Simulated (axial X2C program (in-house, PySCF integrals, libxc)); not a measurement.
# All-electron X2C curves of ZrCl⁺

Aim: find the lowest determinant of ZrCl⁺, scan the bond at several levels and fit the constants, once spin-free and once with spin–orbit coupling.

Program: an in-house X2C program for linear molecules on PySCF integrals. Level of theory: all-electron X2C, Zr dyall-cv3z, Cl dyall-av3z. These are calculated values, not measurements.

## Step 1: Input

task.json

```json
{
 "zs": [
  40,
  17
 ],
 "q": 1,
 "bas": [
  "dyall-cv3z",
  "dyall-av3z"
 ],
 "levels": [
  "PBE0",
  "HF",
  "PBEsol"
 ],
 "cc": true,
 "r0": 2.53,
 "thr": -1.0,
 "nmax": 90,
 "npts": 10,
 "nst": 2,
 "ntry": 6
}
```

Keys: zs atomic numbers; q charge; bas basis sets; levels methods (HF also brings MP2); cc coupled cluster on or off; r0 starting distance in Å; thr threshold in hartree for freezing inner shells (an s shell follows its p shell); nmax most natural virtual spinors; npts points asked for on the curve; nst determinants followed; ntry starts of the search.

Started as:

```console
> python so2c.py task.json out
```

Spin-free means the one-electron spin-free X2C Hamiltonian; two-component (2c) means X2C with spin–orbit coupling and atomic mean-field two-electron Coulomb and Gaunt terms. Basis: Zr dyall-cv3z contracted to [11s12p9d6f3g], Cl dyall-av3z contracted to [9s8p3d2f]; Gaussian nuclei, density fitting. Masses: Zr 89.905 u, Cl 34.969 u.

Notation: σ, π±, δ± give the projection m of an orbital's angular momentum (0, ±1, ±2), α and β its spin, Λ and M_S the sums; ω is the projection of a spinor's total angular momentum and Ω the sum. Logs are in hartree.

The results follow Hamiltonian by Hamiltonian and level by level.

## Step 2: Search for the lowest determinant

PBE0 moves the distance from 2.530 Å to 2.236 Å and compares determinants there.

Spin-free determinants:

```
ΔE (eV)           state                     open shells
   0.00  M_S = 1, Λ = 2   beyond closed shells: σα, δ+α
   0.23  M_S = 1, Λ = 0  beyond closed shells: δ+α, δ-α
   0.57  M_S = 1, Λ = 3  beyond closed shells: π+α, δ+α
   0.67  M_S = 1, Λ = 1  beyond closed shells: π-α, δ+α
   0.67  M_S = 0, Λ = 2   beyond closed shells: σα, δ+β
   0.86  M_S = 1, Λ = 1   beyond closed shells: σα, π+α
   1.02  M_S = 0, Λ = 3  beyond closed shells: π+α, δ+β
```

Two-component determinants:

| ΔE (eV) | state | open shells |
| --- | --- | --- |
| 0.00 | Ω = 1 | excess of +ω over −ω: ω = -1/2, ω = 3/2 |
| 0.10 | Ω = 3 | excess of +ω over −ω: ω = 1/2, ω = 5/2 |
| 0.27 | Ω = 1 | excess of +ω over −ω: ω = -3/2, ω = 5/2 |
| 0.54 | Ω = 2 | excess of +ω over −ω: ω = 1/2, ω = 3/2 |
| 0.69 | Ω = 4 | excess of +ω over −ω: ω = 3/2, ω = 5/2 |
| 0.73 | Ω = 2 | excess of +ω over −ω: ω = -1/2, ω = 5/2 |
| 1.01 | Ω = 0 | closed shell |

## Step 3: PBE0, spin-free

State followed: M_S = 1, Λ = 2 (beyond closed shells: σα, δ+α). The scan is laid around 2.236 Å, a first estimate of the minimum, and this SCF restarts from the orbitals of the search.

The SCF at the reference distance of 2.236 Å:

```text
spin-free X2C-1e  PBE0
basis functions 223  fitting functions 1043  grid points 5081
iter        total energy     max residual
   1      -4059.332675936     8.66e-05
   2      -4059.332675977     6.69e-05
   3      -4059.332676018     1.55e-05
   4      -4059.332676020     6.56e-06
converged
one-electron -5912.42840128  Coulomb 1835.05023355  exact exchange -35.14255632  xc functional -107.74240967  nuclear repulsion 160.93045770
```

Along the bond, energies from the lowest point:

```csv
R (Å),E (eV),μ (D),HOMO (eV),LUMO (eV),iterations
1.945,1.2310,-3.56,-10.98,-8.45,39
2.035,0.5067,-4.08,-11.07,-8.60,32
2.102,0.1986,-4.48,-11.15,-8.70,30
2.169,0.0412,-4.89,-11.23,-8.81,29
2.236,0.0000,-5.30,-11.32,-8.91,4
2.314,0.0616,-5.79,-11.42,-9.02,28
2.393,0.2084,-6.28,-11.53,-9.12,28
2.493,0.4807,-6.89,-11.66,-9.25,29
2.616,0.8884,-7.62,-11.82,-9.38,30
```

Dipoles are positive if Cl is the positive end and refer to the centre of mass.

Outer orbitals at the reference distance:

```tsv
symmetry	occupied	ε (eV)	atomic character
σβ	yes	-28.01	72% Cl s, 9% Zr d, 8% Zr p
σα	yes	-27.93	72% Cl s, 10% Zr d, 8% Zr p
σα	yes	-15.95	73% Cl p, 18% Zr d, 2% Zr s
σβ	yes	-15.84	76% Cl p, 14% Zr d, 3% Zr s
π+β	yes	-15.04	77% Cl p, 12% Zr d, 5% Zr f
π-β	yes	-15.04	77% Cl p, 12% Zr d, 5% Zr f
π+α	yes	-15.03	74% Cl p, 15% Zr d, 4% Zr f
π-α	yes	-15.02	75% Cl p, 14% Zr d, 5% Zr f
δ+α	yes	-11.76	99% Zr d
σα	yes	-11.32	44% Zr s, 40% Zr d, 11% Cl p
δ-α	no	-8.91	99% Zr d
π+α	no	-8.35	78% Zr d, 8% Cl p, 6% Zr p
π-α	no	-8.25	78% Zr d, 8% Cl p, 6% Zr p
σβ	no	-7.72	56% Zr s, 26% Zr d, 8% Cl p
```

PBE0 fields in the half plane through the axis: z from -2.4 to 4.5 Å across, distance from the axis 0.15 to 2.25 Å upwards; Zr lies at z = 0 and Cl at z = 2.236 Å; the ELF is damped to zero where the density is low.

log10 density (e/bohr³). Ten even steps from '0' (-5.16 ) to '9' (1.60 ):
```
011222333333322222211100
112233334333333333222110
112233444444444444332211
112334455544445554433221
122334555555555555543321
122345666665566666554322
123445677766666666654332
123456789876667986654432
```

ELF. Ten even steps from '0' (0.00 ) to '9' (0.89 ):
```
000024566531000000000000
000135677532111111000000
000024576531134443210000
000001356411367776531000
000000256511489999863100
000001589831599999985200
000026852572597118996310
000269944485691991997410
```

Re = 2.231 Å, ωe = 464 cm⁻¹, ωexe = 1.28 cm⁻¹, Be = 0.1346 cm⁻¹, De = 4.71 eV, μ = -5.27 D.

## Step 4: HF, spin-free

The SCF at the reference distance of 2.236 Å:

```text
spin-free X2C-1e  HF
basis functions 223  fitting functions 1043  grid points 5081
iter        total energy     max residual
   1      -4057.017935309     4.01e-01
   2      -4057.044959175     1.04e-02
   3      -4057.046366736     2.76e-02
   4      -4057.046683218     2.71e-03
   5      -4057.046715188     1.48e-03
   6      -4057.046724862     9.62e-04
   7      -4057.046731319     3.67e-04
   8      -4057.046734318     2.61e-04
   9      -4057.046735215     1.80e-04
  10      -4057.046735377     3.78e-05
  11      -4057.046735405     1.42e-05
  12      -4057.046735410     1.27e-05
  13      -4057.046735411     2.45e-06
converged
one-electron -5911.29670075  Coulomb 1833.97755362  exact exchange -140.65804598  xc functional 0.00000000  nuclear repulsion 160.93045770
```

Re = 2.290 Å, ωe = 430 cm⁻¹, ωexe = 1.29 cm⁻¹, Be = 0.1276 cm⁻¹, De = 3.00 eV, μ = -7.20 D.

## Step 5: PBEsol, spin-free

The SCF at the reference distance of 2.236 Å:

```text
spin-free X2C-1e  PBEsol
basis functions 223  fitting functions 1043  grid points 5081
iter        total energy     max residual
   1      -4056.444931616     1.98e-01
   2      -4056.448824713     1.28e-01
   3      -4056.450968321     4.99e-02
   4      -4056.451297511     5.86e-03
   5      -4056.451325430     3.05e-03
   6      -4056.451335841     6.59e-04
   7      -4056.451336339     2.59e-04
   8      -4056.451336638     1.03e-04
   9      -4056.451336646     2.28e-05
  10      -4056.451336649     3.39e-06
converged
one-electron -5912.04505142  Coulomb 1834.59122254  exact exchange 0.00000000  xc functional -139.92796547  nuclear repulsion 160.93045770
```

Re = 2.217 Å, ωe = 470 cm⁻¹, ωexe = 1.3 cm⁻¹, Be = 0.1362 cm⁻¹, De = 5.31 eV, μ = -4.45 D.

## Step 6: MP2 and beyond, spin-free

Correlated methods: 10 electrons correlated (frozen shells, counted by type: Zr 4 s, 3 p, 1 d; Cl 2 s, 1 p), 308 virtual spinors in MP2, 90 natural virtuals in coupled cluster.

Output of the correlated part at 2.236 Å:

```text
correlated 10  virtual 308  natural virtual 90  E(MP2) -0.235767776  MP2 remainder -0.006144621
iter   CCSD correlation   residual
   1     -0.239794057   1.01e-01
   2     -0.244709000   4.44e-02
   3     -0.246799016   1.79e-02
   4     -0.246829970   6.34e-03
   5     -0.246878436   1.99e-03
   6     -0.246886225   7.83e-04
   7     -0.246885033   3.45e-04
   8     -0.246888040   1.61e-04
   9     -0.246885816   6.53e-05
  10     -0.246886201   2.41e-05
  11     -0.246885964   9.21e-06
  12     -0.246886037   3.96e-06
  13     -0.246886025   1.63e-06
(T) -0.012281011  T1 0.0252  D1 0.0351  max T2 0.043
```

T1 in the output is the amplitude norm over the root of the electron number; divide by √2 for the Lee–Taylor value.

MP2: Re = 2.259 Å, ωe = 451 cm⁻¹, Be = 0.1312 cm⁻¹, De = 4.60 eV.

CCSD: Re = 2.264 Å, ωe = 451 cm⁻¹, Be = 0.1306 cm⁻¹, De = 4.35 eV. T1 at Re = 0.018 (Lee–Taylor, the printed value over √2).

CCSD(T): Re = 2.264 Å, ωe = 453 cm⁻¹, Be = 0.1307 cm⁻¹, De = 4.51 eV. T1 at Re = 0.018 (Lee–Taylor, the printed value over √2).

## Step 7: A higher determinant, spin-free

State: M_S = 1, Λ = 0 (beyond closed shells: δ+α, δ-α).

Output at the reference distance:

```text
spin-free X2C-1e  PBE0
basis functions 223  fitting functions 1043  grid points 5081
iter        total energy     max residual
   1      -4059.324301916     7.59e-05
   2      -4059.324301976     7.18e-05
   3      -4059.324302025     1.35e-05
   4      -4059.324302027     7.23e-06
converged
one-electron -5914.82795423  Coulomb 1837.55467462  exact exchange -35.16503356  xc functional -107.81644656  nuclear repulsion 160.93045770
```

```csv
R (Å),E above the lowest PBE0 point (eV)
1.945,1.688
2.035,0.881
2.102,0.518
2.169,0.312
2.236,0.228
2.314,0.248
2.393,0.361
2.493,0.603
2.616,0.988
```

Re = 2.260 Å, ωe = 453 cm⁻¹, ωexe = 1.14 cm⁻¹, Be = 0.1311 cm⁻¹, μ = -5.99 D. Te = 0.22 eV.

## Step 8: The spin-free curves together

Energy (eV) of the followed determinant, spin-free, from each level's lowest point:

```csv
R (Å),PBE0,HF,MP2,CCSD,CCSD(T),PBEsol
1.945,1.231,1.704,1.462,n/a,n/a,1.122
2.035,0.507,0.813,0.650,0.676,0.674,0.439
2.102,0.199,0.398,0.287,0.303,0.302,0.157
2.169,0.041,0.146,0.082,0.089,0.089,0.022
2.236,0.000,0.023,0.000,0.000,0.000,0.000
2.314,0.062,0.000,0.022,0.014,0.015,0.081
2.393,0.208,0.073,0.135,0.122,0.125,0.243
2.493,0.481,0.262,0.369,0.351,0.356,0.531
2.616,0.888,0.584,0.738,n/a,n/a,0.952
```

## Step 9: PBE0, 2c

State followed: Ω = 1 (excess of +ω over −ω: ω = -1/2, ω = 3/2). The scan is laid around 2.236 Å, a first estimate of the minimum, and this SCF restarts from the orbitals of the search.

Output at 2.236 Å:

```text
two-component X2C + atomic mean field  PBE0
basis functions 223  fitting functions 1043  grid points 5081
iter        total energy     max residual
   1      -4057.876162059     7.50e-05
   2      -4057.876162119     2.32e-05
   3      -4057.876162120     1.58e-05
converged
one-electron -5908.60750690  Coulomb 1834.29952855  exact exchange -35.12775401  xc functional -107.69770905  nuclear repulsion 160.93045770  atomic mean-field constant -1.67317840
```

Along the bond, energies from the lowest point:

```csv
R (Å),E (eV),μ (D),HOMO (eV),LUMO (eV),iterations
1.945,1.2339,-3.56,-10.97,-8.41,41
2.035,0.5087,-4.08,-11.06,-8.55,35
2.102,0.1999,-4.48,-11.14,-8.65,34
2.169,0.0418,-4.89,-11.23,-8.76,32
2.236,0.0000,-5.31,-11.31,-8.86,3
2.314,0.0609,-5.79,-11.42,-8.97,33
2.393,0.2070,-6.28,-11.52,-9.07,32
2.493,0.4784,-6.89,-11.65,-9.19,34
2.616,0.8853,-7.62,-11.81,-9.33,34
```

Dipoles are positive if Cl is the positive end and refer to the centre of mass.

Outer spinors at the reference distance:

```json
{"ω": "1/2", "occupied": "yes", "ε (eV)": "-28.01", "atomic character": "72% Cl s, 9% Zr d, 8% Zr p", "λ mixture": "100% σ"}
{"ω": "-1/2", "occupied": "yes", "ε (eV)": "-27.93", "atomic character": "72% Cl s, 10% Zr d, 8% Zr p", "λ mixture": "100% σ"}
{"ω": "-1/2", "occupied": "yes", "ε (eV)": "-15.95", "atomic character": "73% Cl p, 18% Zr d, 2% Zr s", "λ mixture": "100% σ"}
{"ω": "1/2", "occupied": "yes", "ε (eV)": "-15.84", "atomic character": "76% Cl p, 14% Zr d, 3% Zr s", "λ mixture": "100% σ"}
{"ω": "-1/2", "occupied": "yes", "ε (eV)": "-15.07", "atomic character": "77% Cl p, 12% Zr d, 5% Zr f", "λ mixture": "100% π"}
{"ω": "1/2", "occupied": "yes", "ε (eV)": "-15.06", "atomic character": "75% Cl p, 15% Zr d, 4% Zr f", "λ mixture": "100% π"}
{"ω": "3/2", "occupied": "yes", "ε (eV)": "-14.99", "atomic character": "77% Cl p, 12% Zr d, 5% Zr f", "λ mixture": "100% π"}
{"ω": "-3/2", "occupied": "yes", "ε (eV)": "-14.98", "atomic character": "75% Cl p, 14% Zr d, 5% Zr f", "λ mixture": "100% π"}
{"ω": "3/2", "occupied": "yes", "ε (eV)": "-11.81", "atomic character": "99% Zr d", "λ mixture": "100% δ"}
{"ω": "-1/2", "occupied": "yes", "ε (eV)": "-11.31", "atomic character": "44% Zr s, 40% Zr d, 11% Cl p", "λ mixture": "100% σ"}
{"ω": "-5/2", "occupied": "no", "ε (eV)": "-8.86", "atomic character": "99% Zr d", "λ mixture": "100% δ"}
{"ω": "1/2", "occupied": "no", "ε (eV)": "-8.37", "atomic character": "78% Zr d, 8% Cl p, 7% Zr p", "λ mixture": "100% π"}
{"ω": "-3/2", "occupied": "no", "ε (eV)": "-8.22", "atomic character": "78% Zr d, 8% Cl p, 6% Zr p", "λ mixture": "100% π"}
{"ω": "1/2", "occupied": "no", "ε (eV)": "-7.72", "atomic character": "56% Zr s, 26% Zr d, 8% Cl p", "λ mixture": "100% σ"}
```

PBE0 fields in the half plane through the axis: z from -2.4 to 4.5 Å across, distance from the axis 0.15 to 2.25 Å upwards; Zr lies at z = 0 and Cl at z = 2.236 Å; the ELF is damped to zero where the density is low.

log10 density (e/bohr³). Ten even steps from '0' (-5.16 ) to '9' (1.60 ):
```
011222333333322222211100
112233334333333333222110
112233444444444444332211
112334455544445554433221
122334555555555555543321
122345666665566666554322
123445677766666666654332
123456789876667986654432
```

ELF. Ten even steps from '0' (0.00 ) to '9' (0.89 ):
```
000024566531000000000000
000135677532111111000000
000023576531134443210000
000001356411367776531000
000000257511489999863100
000001589831599999985200
000026852572597118996310
000269944485691991997410
```

Re = 2.231 Å, ωe = 463 cm⁻¹, ωexe = 1.28 cm⁻¹, Be = 0.1345 cm⁻¹, De = 4.71 eV, μ = -5.28 D.

## Step 10: HF, 2c

Output at 2.236 Å:

```text
two-component X2C + atomic mean field  HF
basis functions 223  fitting functions 1043  grid points 5081
iter        total energy     max residual
   1      -4055.561715106     4.00e-01
   2      -4055.588743446     9.78e-03
   3      -4055.590153082     2.76e-02
   4      -4055.590470929     2.73e-03
   5      -4055.590504982     1.55e-03
   6      -4055.590517045     1.14e-03
   7      -4055.590526496     3.52e-04
   8      -4055.590531883     3.06e-04
   9      -4055.590534304     3.06e-04
  10      -4055.590535408     1.25e-04
  11      -4055.590536309     1.44e-04
  12      -4055.590537202     2.06e-04
  13      -4055.590537873     1.61e-04
  14      -4055.590538179     5.77e-05
  15      -4055.590538263     1.82e-05
  16      -4055.590538280     1.78e-05
  17      -4055.590538283     6.28e-06
  18      -4055.590538284     3.42e-06
  19      -4055.590538284     3.04e-06
  20      -4055.590538284     2.18e-06
converged
one-electron -5907.48859446  Coulomb 1833.24001199  exact exchange -140.59923511  xc functional 0.00000000  nuclear repulsion 160.93045770  atomic mean-field constant -1.67317840
```

Re = 2.292 Å, ωe = 429 cm⁻¹, ωexe = 1.29 cm⁻¹, Be = 0.1275 cm⁻¹, De = 2.94 eV, μ = -7.21 D.

## Step 11: PBEsol, 2c

The SCF at the reference distance of 2.236 Å:

```text
two-component X2C + atomic mean field  PBEsol
basis functions 223  fitting functions 1043  grid points 5081
iter        total energy     max residual
   1      -4054.989229905     1.98e-01
   2      -4054.993127501     1.28e-01
   3      -4054.995272953     4.99e-02
   4      -4054.995603629     5.86e-03
   5      -4054.995631565     3.07e-03
   6      -4054.995642038     6.46e-04
   7      -4054.995642549     2.60e-04
   8      -4054.995642856     1.07e-04
   9      -4054.995642866     2.35e-05
  10      -4054.995642870     5.98e-06
converged
one-electron -5908.22433899  Coulomb 1833.84068756  exact exchange 0.00000000  xc functional -139.86927075  nuclear repulsion 160.93045770  atomic mean-field constant -1.67317840
```

Re = 2.217 Å, ωe = 469 cm⁻¹, ωexe = 1.3 cm⁻¹, Be = 0.1362 cm⁻¹, De = 5.33 eV, μ = -4.45 D.

## Step 12: MP2 and beyond, 2c

Correlated methods: 10 electrons correlated (frozen shells, counted by type: Zr 4 s, 3 p, 1 d; Cl 2 s, 1 p), 308 virtual spinors in MP2, 90 natural virtuals in coupled cluster.

Output of the correlated part at 2.236 Å:

```text
correlated 10  virtual 308  natural virtual 90  E(MP2) -0.235734703  MP2 remainder -0.006148064
iter   CCSD correlation   residual
   1     -0.239770769   1.01e-01
   2     -0.244682461   4.43e-02
   3     -0.246767357   1.78e-02
   4     -0.246798074   6.34e-03
   5     -0.246846442   1.99e-03
   6     -0.246854198   7.93e-04
   7     -0.246852995   3.56e-04
   8     -0.246856069   1.73e-04
   9     -0.246853730   7.97e-05
  10     -0.246854176   4.18e-05
  11     -0.246853834   2.73e-05
  12     -0.246854041   1.95e-05
  13     -0.246853996   1.24e-05
  14     -0.246854016   5.69e-06
  15     -0.246854019   2.27e-06
(T) -0.012268719  T1 0.0252  D1 0.0349  max T2 0.043
```

MP2: Re = 2.260 Å, ωe = 450 cm⁻¹, Be = 0.1311 cm⁻¹, De = 4.56 eV.

CCSD: Re = 2.265 Å, ωe = 452 cm⁻¹, Be = 0.1305 cm⁻¹, De = 4.31 eV. T1 at Re = 0.018 (Lee–Taylor, the printed value over √2).

CCSD(T): Re = 2.264 Å, ωe = 453 cm⁻¹, Be = 0.1306 cm⁻¹, De = 4.47 eV. T1 at Re = 0.018 (Lee–Taylor, the printed value over √2).

## Step 13: A higher determinant, 2c

State: Ω = 3 (excess of +ω over −ω: ω = 1/2, ω = 5/2).

Output at the reference distance:

```text
two-component X2C + atomic mean field  PBE0
basis functions 223  fitting functions 1043  grid points 5081
iter        total energy     max residual
   1      -4057.872600295     4.03e-05
   2      -4057.872600314     2.08e-05
   3      -4057.872600315     9.60e-06
converged
one-electron -5908.54733257  Coulomb 1834.24117497  exact exchange -35.12746191  xc functional -107.69626011  nuclear repulsion 160.93045770  atomic mean-field constant -1.67317840
```

```csv
R (Å),E above the lowest PBE0 point (eV)
1.945,1.326
2.035,0.603
2.102,0.295
2.169,0.138
2.236,0.097
2.314,0.159
2.393,0.306
2.493,0.578
2.616,0.985
```

Re = 2.231 Å, ωe = 464 cm⁻¹, ωexe = 1.28 cm⁻¹, Be = 0.1346 cm⁻¹, μ = -5.26 D. Te = 0.10 eV.

## Step 14: The 2c curves together

Energy (eV) of the followed determinant, 2c, from each level's lowest point:

```csv
R (Å),PBE0,HF,MP2,CCSD,CCSD(T),PBEsol
1.945,1.234,1.709,1.466,n/a,n/a,1.125
2.035,0.509,0.817,0.653,0.679,0.677,0.441
2.102,0.200,0.401,0.289,0.305,0.304,0.158
2.169,0.042,0.149,0.083,0.090,0.090,0.022
2.236,0.000,0.024,0.000,0.000,0.000,0.000
2.314,0.061,0.000,0.020,0.013,0.014,0.080
2.393,0.207,0.071,0.132,0.121,0.123,0.242
2.493,0.478,0.258,0.364,0.348,0.352,0.529
2.616,0.885,0.578,0.729,n/a,n/a,0.950
```

Time for the job: 4.7 min (1 thread of Arm Neoverse V1, shared host); peak memory 0.69 GiB.

## Step 15: Results

Lowest determinant that the search found at its distance, spin-free: M_S = 1, Λ = 2 (beyond closed shells: σα, δ+α).

Lowest determinant that the search found at its distance, 2c: Ω = 1 (excess of +ω over −ω: ω = -1/2, ω = 3/2).

```tsv
Hamiltonian	level	Re (Å)	ωe (cm⁻¹)	De (eV)	μ (D)
spin-free	PBE0	2.231	464	4.71	-5.27
spin-free	HF	2.290	430	3.00	-7.20
spin-free	MP2	2.259	451	4.60	n/a
spin-free	CCSD	2.264	451	4.35	n/a
spin-free	CCSD(T)	2.264	453	4.51	n/a
spin-free	PBEsol	2.217	470	5.31	-4.45
2c	PBE0	2.231	463	4.71	-5.28
2c	HF	2.292	429	2.94	-7.21
2c	MP2	2.260	450	4.56	n/a
2c	CCSD	2.265	452	4.31	n/a
2c	CCSD(T)	2.264	453	4.47	n/a
2c	PBEsol	2.217	469	5.33	-4.45
```

Dipoles are positive if Cl is the positive end and refer to the centre of mass.

Time per point (s) on 1 thread of Arm Neoverse V1, shared host (2c runs; CCSD comes with the CCSD(T) run); the times are rough: PBE0 2.8, HF 2.3, MP2 2.7, CCSD(T) 6.9, PBEsol 1.1.

What this shows: At CCSD(T), going from spin-free to two-component changes Re by +1 mÅ, ωe by +0.1 %; the spin-free picture holds up (part of it comes from the scalar share of the two-electron terms). De moves by -0.04 eV; both De rest on single-determinant atoms, which can miss part of an open shell's spin–orbit lowering.

De refers to Zr+ + Cl, each in the lowest determinant found, which need not be this curve's own limit. The state is a single determinant with fixed occupations, the lowest that a limited PBE0 search found. De is counted from the lowest determinant-based energies of the atoms at the same level, without counterpoise correction. Density functionals use the spin component along the axis (collinear). Coupled cluster ran in a truncated set of natural virtual spinors; the MP2 energy of the rest was added. With several unpaired electrons one determinant need not be a pure state. With the outer-core shells frozen, correlated bond lengths of heavy atoms tend to come out a few hundredths of an ångström too long.
